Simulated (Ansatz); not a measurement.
**GaAsH₂ (triplet): from Hartree-Fock to the top rungs, cc-pVDZ**

One table from this session's results is given with a row withheld; the runs are named, their logs left out.

Computed with Ansatz 0.2.0, Gaussian basis. Level: cc-pVDZ, core rule «outside noble gas», up to 28 orbitals frozen.

Plan: UHF; CCSD(T) on ROHF; CCSD(T) on UHF; BCCD(T) on ROHF; CISD; CCSDT(Q) on ROHF; CCSDT(Q) on UHF.

22 further runs of the same task are left out: 6 for a known fault of the program, 8 that didn't finish, 8 set aside as unsound or not needed.

**The system**

The geometry is a PBE0/def2-TZVP stationary point (not a proven minimum) of the parent state, kept for this charge and spin. No spin-orbit coupling is included. The filled d shell of Ga, As may be among the frozen orbitals whatever the setting's name suggests; the logs give the count.

4 atoms, charge 0, spin multiplicity 3.

Atoms are counted from 1 here; the program's logs count them from 0.

Bond lengths: Ga1–As2 2.555 Å, As2–H3 1.532 Å, As2–H4 1.532 Å. Angles: Ga1–As2–H3 83.4°, Ga1–As2–H4 83.4°, H3–As2–H4 90.9°.

Set-up of the first run:

Contents of in.yaml:

```yaml
crystal:
  periodic: [false, false, false]
  atoms:
    - {symbol: Ga, position_ang: [-0.013373, 0.000000, 1.338088]}
    - {symbol: As, position_ang: [0.039986, 0.000000, -1.216669]}
    - {symbol: H, position_ang: [-1.023554, -1.091450, -1.061932]}
    - {symbol: H, position_ang: [-1.023546, 1.091458, -1.061932]}
basis:
  gaussian: {orbitals: cc-pVDZ}
magnetization: {spin_polarized: true, initial_magnetization: 2}
hamiltonian: {xc: hf}
output: {orbitals: {seedname: orbitals}}
```

Command:

```bash
$ ansatz run in.yaml --threads 1 --pin off --events-out ev --progress --plain --max-ram 2393MiB
```

Among the steps run: UHF; CCSD(T) on ROHF; CCSD(T) on UHF; BCCD(T) on ROHF; CISD; CCSDT(Q) on ROHF; CCSDT(Q) on UHF.

One of the session's tables, all rows but one given; the rest of the session is left out.

| method | from UCCSDT(Q) (kcal/mol) |
| --- | --- |
| ROHF | +118.40 |
| UHF | +114.03 |
| RMP2 | +25.11 |
| UMP2 | +25.28 |
| CISD | +13.23 |
| RCCSD | +4.72 |
| UCCSD | +4.24 |
| RCCSD(T) | +1.08 |
| UCCSD(T) | +0.86 |
| BCCD(T) | +1.08 |
| RCCSDT | ? |
| UCCSDT | +0.20 |
| RCCSDT(Q) | +0.23 |
| UCCSDT(Q) | 0 |

**Question.** Estimate the row for RCCSDT.

**Answer.** from UCCSDT(Q) (kcal/mol): +0.45. In the column «from UCCSDT(Q) (kcal/mol)» it lies between RCCSDT(Q) (+0.23) and UCCSD(T) (+0.86).

Limits of these values: Restricted and unrestricted rows rest on different reference determinants; where their highest levels disagree by more than a few hundredths of an eV, they describe different states and don't form one ladder.
